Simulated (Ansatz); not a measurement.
# CH5BClNSSi: shift of H9 from C2 to B5, part 2 of 3

How high is the barrier for the shift of H9 from C2 to B5? Relax the two ends, then run a nudged elastic band between them. SMILES of the start: NC1S[SiH2]B1Cl.

Ansatz 0.2.0; RKS PBE-D4/cc-pVDZ.

### 5 The band

crystal.atoms is end A as relaxed above, and neb.final_atoms is end B, turned to lie on A. With 5 inner images the band has 7 in all. The start path is listed, through a guess of the saddle.

The input, input.yaml:

```yaml
crystal:
  periodic: [false, false, false]
  atoms:
    - { symbol: "N", position_ang: [-0.872148, -0.395637, -0.971351] }
    - { symbol: C, position_ang: [0.53312, 0.189982, -1.013452] }
    - { symbol: S, position_ang: [1.699121, -0.974124, -0.220236] }
    - { symbol: Si, position_ang: [0.610348, -0.221014, 1.590324] }
    - { symbol: B, position_ang: [-0.443129, 0.708685, 0.136464] }
    - { symbol: Cl, position_ang: [-1.446903, 2.217899, 0.110657] }
    - { symbol: H, position_ang: [-0.937326, -1.4127, -0.818117] }
    - { symbol: H, position_ang: [-1.511321, -0.044707, -1.697155] }
    - { symbol: H, position_ang: [0.819073, 0.606928, -1.992557] }
    - { symbol: H, position_ang: [0.084133, -1.351894, 2.451084] }
    - { symbol: H, position_ang: [1.530533, 0.619582, 2.44484] }
basis:
  gaussian: { orbitals: cc-pVDZ }
hamiltonian:
  xc: pbe
  dispersion: d4
neb:
  order_check: false
  images: 5
  f_tol: 0.03
  max_iterations: 60
  final_atoms:
    - { symbol: "N", position_ang: [-0.96893553, -0.83456229, -1.52746098] }
    - { symbol: C, position_ang: [-0.04083369, -0.40534759, -0.68488972] }
    - { symbol: S, position_ang: [1.20425424, -1.45345364, -0.03254086] }
    - { symbol: Si, position_ang: [0.90224961, 0.10594214, 1.59718727] }
    - { symbol: B, position_ang: [0.00842759, 1.02877145, -0.0098886] }
    - { symbol: Cl, position_ang: [-1.59995266, 1.95246662, -0.0387633] }
    - { symbol: H, position_ang: [-1.02997047, -1.80028089, -1.85919803] }
    - { symbol: H, position_ang: [-1.70924412, -0.16950953, -1.78131611] }
    - { symbol: H, position_ang: [0.95383119, 1.64676168, -0.4919362] }
    - { symbol: H, position_ang: [0.10527163, -0.61801285, 2.65920557] }
    - { symbol: H, position_ang: [2.2404032, 0.49022491, 2.19010195] }
  initial_path:
    images:
      - { positions_ang: [[-0.872148, -0.395637, -0.971351], [0.53312, 0.189982, -1.013452], [1.699121, -0.974124, -0.220236], [0.610348, -0.221014, 1.590324], [-0.443129, 0.708685, 0.136464], [-1.446903, 2.217899, 0.110657], [-0.937326, -1.4127, -0.818117], [-1.511321, -0.044707, -1.697155], [0.819073, 0.606928, -1.992557], [0.084133, -1.351894, 2.451084], [1.530533, 0.619582, 2.44484]] }
      - { positions_ang: [[-0.86664631, -0.57798919, -1.09518473], [0.43946922, 0.05314428, -0.93636527], [1.55934142, -1.12316774, -0.11776594], [0.69711082, -0.17846835, 1.60801818], [-0.36962257, 0.7619655, 0.19262772], [-1.38737704, 2.28193394, 0.17661869], [-0.79852093, -1.47797247, -1.22308508], [-1.47358105, -0.09150774, -1.77549709], [0.56285944, 0.79905679, -1.68966413], [0.03655414, -1.14087265, 2.53016427], [1.66591387, 0.63687764, 2.35063439]] }
      - { positions_ang: [[-0.86114462, -0.76034139, -1.21901846], [0.34581844, -0.08369344, -0.85927855], [1.41956184, -1.27221147, -0.01529589], [0.78387364, -0.13592269, 1.62571237], [-0.29611614, 0.815246, 0.24879144], [-1.32785108, 2.34596888, 0.24258037], [-0.65971586, -1.54324495, -1.62805315], [-1.4358411, -0.13830849, -1.85383918], [0.30664587, 0.99118558, -1.38677127], [-0.01102473, -0.92985131, 2.60924455], [1.80129473, 0.65417328, 2.25642878]] }
      - { positions_ang: [[-0.85564294, -0.94269358, -1.34285219], [0.25216766, -0.22053116, -0.78219182], [1.27978226, -1.42125521, 0.08717417], [0.87063646, -0.09337704, 1.64340655], [-0.2226097, 0.86852649, 0.30495516], [-1.26832512, 2.41000381, 0.30854206], [-0.52091079, -1.60851742, -2.03302123], [-1.39810115, -0.18510923, -1.93218127], [0.05043231, 1.18331437, -1.0838784], [-0.05860359, -0.71882996, 2.68832482], [1.9366756, 0.67146892, 2.16222316]] }
      - { positions_ang: [[-0.89340714, -0.90664982, -1.40438845], [0.15450054, -0.28213664, -0.74975778], [1.25460625, -1.43198802, 0.04726916], [0.88117418, -0.02693731, 1.62800013], [-0.14559727, 0.92194148, 0.20000724], [-1.37886763, 2.25749142, 0.1927736], [-0.69059735, -1.67243858, -1.97508016], [-1.50181547, -0.17990933, -1.88189288], [0.35156527, 1.33779681, -0.88656434], [-0.00397852, -0.68522426, 2.6786184], [2.03791813, 0.61105425, 2.17151609]] }
      - { positions_ang: [[-0.93117134, -0.87060605, -1.46592472], [0.05683343, -0.34374212, -0.71732375], [1.22943024, -1.44272083, 0.00736415], [0.8917119, 0.03950241, 1.6125937], [-0.06858484, 0.97535647, 0.09505932], [-1.48941015, 2.10497902, 0.07700515], [-0.86028391, -1.73635973, -1.91713909], [-1.6055298, -0.17470943, -1.83160449], [0.65269823, 1.49227924, -0.68925027], [0.05064656, -0.65161855, 2.66891198], [2.13916067, 0.55063958, 2.18080902]] }
      - { positions_ang: [[-0.96893553, -0.83456229, -1.52746098], [-0.04083369, -0.40534759, -0.68488972], [1.20425424, -1.45345364, -0.03254086], [0.90224961, 0.10594214, 1.59718727], [0.00842759, 1.02877145, -0.0098886], [-1.59995266, 1.95246662, -0.0387633], [-1.02997047, -1.80028089, -1.85919803], [-1.70924412, -0.16950953, -1.78131611], [0.95383119, 1.64676168, -0.4919362], [0.10527163, -0.61801285, 2.65920557], [2.2404032, 0.49022491, 2.19010195]] }
```

Launch:

```bash
$ ansatz run input.yaml --threads 2 --pin off --max-ram 3072MiB --backend cpu --events-out ev --progress --plain --runs-dir out
```

Output, shortened:

```text
Warning: RAYON_NUM_THREADS=2 ignored (pool sized by the plan → 2); use --threads N
[...]
Functional definition: PBE
[...]
1575 factors; their error is unknown
[...]
mean field -34503.74938039 eV, -1267.9894022479 hartree, gradient 4.5e-5 eV, S^2 0.000000; 0 other end points of the search recorded, 0 dependent functions left out
[...]
reference -34503.74941913 eV, -1267.9894036716 hartree; 35, 35 occupied and 86, 86 virtual orbitals, 1575 factors
[...]
Atom 7 at    -1.662369    -0.161370    -1.948723 Å, force     0.000001    -0.000004     0.000005 eV/Å
Atom 8 at     0.638442     0.574561    -0.898274 Å, force     0.000005     0.000003    -0.000002 eV/Å
Atom 9 at     0.283150    -0.427019     3.032778 Å, force     0.000003    -0.000001    -0.000001 eV/Å
Atom 10 at     2.237850     0.716469     2.086606 Å, force     0.000001     0.000001    -0.000003 eV/Å
Dipole moment:    -0.033611     0.157990    -0.397900 e Å
this run last wrote the band of iteration 29 to <dir>
```

It took 7.4 min on 2 threads of Arm Neoverse V1, shared host; peak memory 0.21 GiB.

### 6 Images and barrier

Images 0 and 6 are the ends. Energies count from image 0; the path length is the program's own measure over all atoms.

| image | path (Å) | energy (eV) | H9–C2 (Å) | H9–B5 (Å) | band force (eV/Å) |
| --- | --- | --- | --- | --- | --- |
| 0 | 0.000 | 0.0000 | 1.10 | 2.48 | - |
| 1 | 1.452 | 0.5433 | 1.11 | 2.39 | 0.002 |
| 2 | 2.903 | 0.4613 | 1.11 | 2.27 | 0.006 |
| 3 | 4.355 | 0.1446 | 1.10 | 2.18 | 0.015 |
| 4* | 5.806 | 0.7138 | 1.21 | 1.65 | 0.000 |
| 5 | 6.834 | -0.1156 | 2.01 | 1.24 | 0.000 |
| 6 | 7.862 | -0.3265 | 2.29 | 1.23 | - |

The star marks the climbing image.

image, energy (eV) and a bar:
```
        0      0.000 #########
        1      0.543 #########################
        2      0.461 #######################
        3      0.145 ##############
        4      0.714 ##############################
        5     -0.116 ######
        6     -0.326
```

The top of the band by iteration:

```csv
iteration,highest image above image 0 (eV),largest band force (eV/Å)
1,3.9781,7.262
4,1.1078,1.502
7,0.8161,1.003
10,0.8611,1.774
13,0.7161,0.671
16,0.7140,0.157
19,0.7138,0.170
22,0.7138,0.266
25,0.7138,0.182
28,0.7138,0.044
29,0.7138,0.015
```

The band as a trajectory file:

```xyz
11
image=0 dE=0.0000
N    -0.872   -0.396   -0.971
C     0.533    0.190   -1.013
S     1.699   -0.974   -0.220
Si    0.610   -0.221    1.590
B    -0.443    0.709    0.136
Cl   -1.447    2.218    0.111
H    -0.937   -1.413   -0.818
H    -1.511   -0.045   -1.697
H     0.819    0.607   -1.993
H     0.084   -1.352    2.451
H     1.531    0.620    2.445
11
image=1 dE=0.5433
N    -0.983   -0.636   -1.274
C     0.258    0.068   -0.925
S     1.452   -1.106   -0.072
Si    0.753   -0.118    1.776
B    -0.312    0.833    0.353
Cl   -1.514    2.124    0.295
H    -0.800   -1.475   -1.844
H    -1.595   -0.009   -1.817
H     0.805    0.582   -1.746
H     0.136   -0.996    2.840
H     1.864    0.676    2.434
11
image=2 dE=0.4613
N    -0.902   -0.679   -1.618
C     0.157   -0.095   -0.880
S     1.114   -1.412    0.237
Si    0.876    0.043    1.844
B    -0.253    0.806    0.364
Cl   -1.710    1.816    0.338
H    -0.681   -0.924   -2.583
H    -1.785   -0.165   -1.558
H     0.965    0.354   -1.499
H     0.158   -0.535    3.044
H     2.126    0.735    2.332
11
image=3 dE=0.1446
N    -0.714   -0.277   -1.958
C     0.038   -0.023   -0.813
S     0.429   -1.559    0.463
Si    0.866    0.103    1.820
B    -0.445    0.769    0.453
Cl   -1.944    1.709    0.513
H    -0.288   -0.955   -2.597
H    -1.707   -0.476   -1.817
H     1.056    0.317   -1.064
H     0.469   -0.240    3.228
H     2.305    0.576    1.791
11
image=4 dE=0.7138
N    -0.923   -0.815   -1.668
C    -0.133   -0.321   -0.625
S     1.016   -1.529    0.234
Si    0.910    0.079    1.755
B    -0.378    0.816    0.380
Cl   -1.524    2.156    0.158
H    -0.399   -1.145   -2.486
H    -1.662   -0.161   -1.949
H     0.638    0.575   -0.898
H     0.283   -0.427    3.033
H     2.238    0.716    2.087
11
image=5 dE=-0.1156
N    -0.928   -0.817   -1.644
C    -0.210   -0.499   -0.575
S     0.992   -1.550    0.151
Si    0.897    0.140    1.698
B    -0.165    0.905    0.148
Cl   -1.612    2.038    0.092
H    -0.664   -1.564   -2.290
H    -1.614   -0.126   -1.965
H     0.773    1.256   -0.589
H     0.305   -0.457    2.956
H     2.291    0.618    2.039
11
image=6 dE=-0.3265
N    -0.969   -0.835   -1.527
C    -0.041   -0.405   -0.685
S     1.204   -1.453   -0.033
Si    0.902    0.106    1.597
B     0.008    1.029   -0.010
Cl   -1.600    1.952   -0.039
H    -1.030   -1.800   -1.859
H    -1.709   -0.170   -1.781
H     0.954    1.647   -0.492
H     0.105   -0.618    2.659
H     2.240    0.490    2.190
```

### 7 Vibrations at the top

The geometry is the highest inner image of the first converged band.

The input, input.yaml:

```yaml
crystal:
  periodic: [false, false, false]
  atoms:
    - { symbol: "N", position_ang: [-0.922885, -0.815118, -1.667846] }
    - { symbol: C, position_ang: [-0.133192, -0.321286, -0.625103] }
    - { symbol: S, position_ang: [1.015514, -1.528522, 0.23418] }
    - { symbol: Si, position_ang: [0.909869, 0.078865, 1.755459] }
    - { symbol: B, position_ang: [-0.378217, 0.81613, 0.379819] }
    - { symbol: Cl, position_ang: [-1.523647, 2.155619, 0.15772] }
    - { symbol: H, position_ang: [-0.399014, -1.145329, -2.486117] }
    - { symbol: H, position_ang: [-1.662369, -0.16137, -1.948723] }
    - { symbol: H, position_ang: [0.638442, 0.574561, -0.898274] }
    - { symbol: H, position_ang: [0.28315, -0.427019, 3.032778] }
    - { symbol: H, position_ang: [2.23785, 0.716469, 2.086606] }
basis:
  gaussian: { orbitals: cc-pVDZ }
hamiltonian:
  xc: pbe
  dispersion: d4
phonons: {}
```

Launch:

```bash
$ ansatz run input.yaml --threads 2 --pin off --max-ram 3072MiB --backend cpu --events-out ev --progress --plain --runs-dir out
```

Output, shortened:

```text
Warning: RAYON_NUM_THREADS=2 ignored (pool sized by the plan → 2); use --threads N
[...]
[... 1 set-up line as earlier in the session ...]
[...]
1575 factors; their error is unknown
[...]
mean field -34503.05581941 eV, -1267.9639143521 hartree, gradient 3.9e-5 eV, S^2 0.000000; 0 other end points of the search recorded, 0 dependent functions left out
[...]
reference -34503.05586013 eV, -1267.9639158485 hartree; 35, 35 occupied and 86, 86 virtual orbitals, 1575 factors
[...]
1575 factors; their error is unknown
[...]
WARN: phonons: modes at or below zero, which the zero-point energy, F, S and C_V leave out: 1, the lowest at -435.19 cm⁻¹. A minimum has none, and a first-order saddle one
[...]
Atom 8 at     0.638442     0.574561    -0.898274 Å, force    -0.000008    -0.000296     0.000364 eV/Å
Atom 9 at     0.283150    -0.427019     3.032778 Å, force    -0.000114    -0.000022    -0.000042 eV/Å
Atom 10 at     2.237850     0.716469     2.086606 Å, force     0.000001    -0.000048    -0.000011 eV/Å
Dipole moment:    -0.033595     0.157998    -0.397911 e Å
Vibrations: -435.19 108.49 149.24 223.96 280.20 317.67 368.55 429.58 466.00 492.49 563.15 607.94 622.59 700.17 864.44 881.82 913.47 1030.80 1072.11 1206.13 1380.30 1566.78 2131.39 2143.85 2169.58 3413.09 3514.89 cm⁻¹, zero-point energy 1.712141 eV
```

It took 2 min on 2 threads of Arm Neoverse V1, shared host; peak memory 0.2 GiB.

Of 27 modes, 1 is imaginary by more than 30 cm⁻¹ (435i cm⁻¹).

### 8 Another band, settings changed

crystal.atoms is end A as relaxed above, and neb.final_atoms is end B, turned to lie on A. With 5 inner images the band has 7 in all. The start path is listed, through a guess of the saddle.

The input, input.yaml:

```yaml
crystal:
  periodic: [false, false, false]
  atoms:
    - { symbol: "N", position_ang: [-0.872148, -0.395637, -0.971351] }
    - { symbol: C, position_ang: [0.53312, 0.189982, -1.013452] }
    - { symbol: S, position_ang: [1.699121, -0.974124, -0.220236] }
    - { symbol: Si, position_ang: [0.610348, -0.221014, 1.590324] }
    - { symbol: B, position_ang: [-0.443129, 0.708685, 0.136464] }
    - { symbol: Cl, position_ang: [-1.446903, 2.217899, 0.110657] }
    - { symbol: H, position_ang: [-0.937326, -1.4127, -0.818117] }
    - { symbol: H, position_ang: [-1.511321, -0.044707, -1.697155] }
    - { symbol: H, position_ang: [0.819073, 0.606928, -1.992557] }
    - { symbol: H, position_ang: [0.084133, -1.351894, 2.451084] }
    - { symbol: H, position_ang: [1.530533, 0.619582, 2.44484] }
basis:
  gaussian: { orbitals: cc-pVDZ }
hamiltonian:
  xc: pbe
  dispersion: d4
neb:
  order_check: false
  images: 5
  f_tol: 0.03
  max_iterations: 60
  spring: { min: 2.0, max: 10.0 }
  final_atoms:
    - { symbol: "N", position_ang: [-0.96893553, -0.83456229, -1.52746098] }
    - { symbol: C, position_ang: [-0.04083369, -0.40534759, -0.68488972] }
    - { symbol: S, position_ang: [1.20425424, -1.45345364, -0.03254086] }
    - { symbol: Si, position_ang: [0.90224961, 0.10594214, 1.59718727] }
    - { symbol: B, position_ang: [0.00842759, 1.02877145, -0.0098886] }
    - { symbol: Cl, position_ang: [-1.59995266, 1.95246662, -0.0387633] }
    - { symbol: H, position_ang: [-1.02997047, -1.80028089, -1.85919803] }
    - { symbol: H, position_ang: [-1.70924412, -0.16950953, -1.78131611] }
    - { symbol: H, position_ang: [0.95383119, 1.64676168, -0.4919362] }
    - { symbol: H, position_ang: [0.10527163, -0.61801285, 2.65920557] }
    - { symbol: H, position_ang: [2.2404032, 0.49022491, 2.19010195] }
  initial_path:
    images:
      - { positions_ang: [[-0.872148, -0.395637, -0.971351], [0.53312, 0.189982, -1.013452], [1.699121, -0.974124, -0.220236], [0.610348, -0.221014, 1.590324], [-0.443129, 0.708685, 0.136464], [-1.446903, 2.217899, 0.110657], [-0.937326, -1.4127, -0.818117], [-1.511321, -0.044707, -1.697155], [0.819073, 0.606928, -1.992557], [0.084133, -1.351894, 2.451084], [1.530533, 0.619582, 2.44484]] }
      - { positions_ang: [[-0.86664631, -0.57798919, -1.09518473], [0.43946922, 0.05314428, -0.93636527], [1.55934142, -1.12316774, -0.11776594], [0.69711082, -0.17846835, 1.60801818], [-0.36962257, 0.7619655, 0.19262772], [-1.38737704, 2.28193394, 0.17661869], [-0.79852093, -1.47797247, -1.22308508], [-1.47358105, -0.09150774, -1.77549709], [0.56285944, 0.79905679, -1.68966413], [0.03655414, -1.14087265, 2.53016427], [1.66591387, 0.63687764, 2.35063439]] }
      - { positions_ang: [[-0.86114462, -0.76034139, -1.21901846], [0.34581844, -0.08369344, -0.85927855], [1.41956184, -1.27221147, -0.01529589], [0.78387364, -0.13592269, 1.62571237], [-0.29611614, 0.815246, 0.24879144], [-1.32785108, 2.34596888, 0.24258037], [-0.65971586, -1.54324495, -1.62805315], [-1.4358411, -0.13830849, -1.85383918], [0.30664587, 0.99118558, -1.38677127], [-0.01102473, -0.92985131, 2.60924455], [1.80129473, 0.65417328, 2.25642878]] }
      - { positions_ang: [[-0.85564294, -0.94269358, -1.34285219], [0.25216766, -0.22053116, -0.78219182], [1.27978226, -1.42125521, 0.08717417], [0.87063646, -0.09337704, 1.64340655], [-0.2226097, 0.86852649, 0.30495516], [-1.26832512, 2.41000381, 0.30854206], [-0.52091079, -1.60851742, -2.03302123], [-1.39810115, -0.18510923, -1.93218127], [0.05043231, 1.18331437, -1.0838784], [-0.05860359, -0.71882996, 2.68832482], [1.9366756, 0.67146892, 2.16222316]] }
      - { positions_ang: [[-0.89340714, -0.90664982, -1.40438845], [0.15450054, -0.28213664, -0.74975778], [1.25460625, -1.43198802, 0.04726916], [0.88117418, -0.02693731, 1.62800013], [-0.14559727, 0.92194148, 0.20000724], [-1.37886763, 2.25749142, 0.1927736], [-0.69059735, -1.67243858, -1.97508016], [-1.50181547, -0.17990933, -1.88189288], [0.35156527, 1.33779681, -0.88656434], [-0.00397852, -0.68522426, 2.6786184], [2.03791813, 0.61105425, 2.17151609]] }
      - { positions_ang: [[-0.93117134, -0.87060605, -1.46592472], [0.05683343, -0.34374212, -0.71732375], [1.22943024, -1.44272083, 0.00736415], [0.8917119, 0.03950241, 1.6125937], [-0.06858484, 0.97535647, 0.09505932], [-1.48941015, 2.10497902, 0.07700515], [-0.86028391, -1.73635973, -1.91713909], [-1.6055298, -0.17470943, -1.83160449], [0.65269823, 1.49227924, -0.68925027], [0.05064656, -0.65161855, 2.66891198], [2.13916067, 0.55063958, 2.18080902]] }
      - { positions_ang: [[-0.96893553, -0.83456229, -1.52746098], [-0.04083369, -0.40534759, -0.68488972], [1.20425424, -1.45345364, -0.03254086], [0.90224961, 0.10594214, 1.59718727], [0.00842759, 1.02877145, -0.0098886], [-1.59995266, 1.95246662, -0.0387633], [-1.02997047, -1.80028089, -1.85919803], [-1.70924412, -0.16950953, -1.78131611], [0.95383119, 1.64676168, -0.4919362], [0.10527163, -0.61801285, 2.65920557], [2.2404032, 0.49022491, 2.19010195]] }
```

Launch:

```bash
$ ansatz run input.yaml --threads 2 --pin off --max-ram 3072MiB --backend cpu --events-out ev --progress --plain --runs-dir out
```

Output, shortened:

```text
Warning: RAYON_NUM_THREADS=2 ignored (pool sized by the plan → 2); use --threads N
[...]
[... 1 set-up line as earlier in the session ...]
[...]
1575 factors; their error is unknown
[...]
mean field -34503.74938039 eV, -1267.9894022479 hartree, gradient 4.5e-5 eV, S^2 0.000000; 0 other end points of the search recorded, 0 dependent functions left out
[...]
reference -34503.74941913 eV, -1267.9894036716 hartree; 35, 35 occupied and 86, 86 virtual orbitals, 1575 factors
[...]
Atom 7 at    -1.659263    -0.147404    -1.952418 Å, force     0.000079     0.000028    -0.000026 eV/Å
Atom 8 at     0.646585     0.566651    -0.897682 Å, force    -0.000083    -0.000049     0.000045 eV/Å
Atom 9 at     0.271286    -0.425157     3.033987 Å, force     0.000026     0.000075     0.000037 eV/Å
Atom 10 at     2.240046     0.696768     2.091129 Å, force    -0.000004     0.000012    -0.000018 eV/Å
Dipole moment:    -0.031078     0.157656    -0.398238 e Å
this run last wrote the band of iteration 19 to <dir>
```

It took 5 min on 2 threads of Arm Neoverse V1, shared host; peak memory 0.2 GiB.

### 9 The band, image by image

The 5 inner images lie between the fixed ends 0 and 6. Energy is taken from image 0, and the path length is the program's own coordinate along the band.

| image | path (Å) | energy (eV) | H9–C2 (Å) | H9–B5 (Å) | band force (eV/Å) |
| --- | --- | --- | --- | --- | --- |
| 0 | 0.000 | 0.0000 | 1.10 | 2.48 | - |
| 1 | 1.301 | 0.5166 | 1.11 | 2.41 | 0.007 |
| 2 | 2.580 | 0.5284 | 1.12 | 2.26 | 0.023 |
| 3 | 3.860 | 0.4091 | 1.11 | 2.14 | 0.025 |
| 4* | 4.873 | 0.7138 | 1.21 | 1.65 | 0.000 |
| 5 | 5.502 | 0.2217 | 1.75 | 1.28 | 0.000 |
| 6 | 6.904 | -0.3265 | 2.29 | 1.23 | - |

The star marks the climbing image.

image, energy (eV) and a bar:
```
        0      0.000 #########
        1      0.517 ########################
        2      0.528 #########################
        3      0.409 #####################
        4      0.714 ##############################
        5      0.222 ################
        6     -0.326
```

### 10 Dynamics from the top

It starts at the highest inner image of the first converged band: 200 steps of 0.5 fs at constant energy, with velocities drawn for 300 K.

The input, input.yaml:

```yaml
crystal:
  periodic: [false, false, false]
  atoms:
    - { symbol: "N", position_ang: [-0.922885, -0.815118, -1.667846] }
    - { symbol: C, position_ang: [-0.133192, -0.321286, -0.625103] }
    - { symbol: S, position_ang: [1.015514, -1.528522, 0.23418] }
    - { symbol: Si, position_ang: [0.909869, 0.078865, 1.755459] }
    - { symbol: B, position_ang: [-0.378217, 0.81613, 0.379819] }
    - { symbol: Cl, position_ang: [-1.523647, 2.155619, 0.15772] }
    - { symbol: H, position_ang: [-0.399014, -1.145329, -2.486117] }
    - { symbol: H, position_ang: [-1.662369, -0.16137, -1.948723] }
    - { symbol: H, position_ang: [0.638442, 0.574561, -0.898274] }
    - { symbol: H, position_ang: [0.28315, -0.427019, 3.032778] }
    - { symbol: H, position_ang: [2.23785, 0.716469, 2.086606] }
basis:
  gaussian: { orbitals: cc-pVDZ }
hamiltonian:
  xc: pbe
  dispersion: d4
md:
  timestep: 0.5
  n_steps: 200
  ensemble: nve
  temperature: 300.0
  initial_velocities: maxwell_boltzmann
  seed: 5376
```

Launch:

```bash
$ ansatz run input.yaml --threads 2 --pin off --max-ram 3072MiB --backend cpu --events-out ev --progress --plain --runs-dir out
```

Output, shortened:

```text
Warning: RAYON_NUM_THREADS=2 ignored (pool sized by the plan → 2); use --threads N
[...]
[... 1 set-up line as earlier in the session ...]
[...]
1575 factors; their error is unknown
[...]
mean field -34503.05581941 eV, -1267.9639143521 hartree, gradient 3.9e-5 eV, S^2 0.000000; 0 other end points of the search recorded, 0 dependent functions left out
[...]
reference -34503.05586013 eV, -1267.9639158485 hartree; 35, 35 occupied and 86, 86 virtual orbitals, 1575 factors
[...]
md step    56: t =    28.00 fs  T =   515.0 K  F+E_penalty+E_count = -34503.65596270 eV  E_kin = 0.599099 eV  conserved = -34503.05686353 eV  (31 SCF iters, 3 dispersion substeps)
md step    57: t =    28.50 fs  T =   532.1 K  F+E_penalty+E_count = -34503.67599180 eV  E_kin = 0.619042 eV  conserved = -34503.05695001 eV  (32 SCF iters, 3 dispersion substeps)
md step    58: t =    29.00 fs  T =   546.1 K  F+E_penalty+E_count = -34503.69231542 eV  E_kin = 0.635333 eV  conserved = -34503.05698243 eV  (30 SCF iters, 3 dispersion substeps)
```

(Part 2 of 3 ends here.)
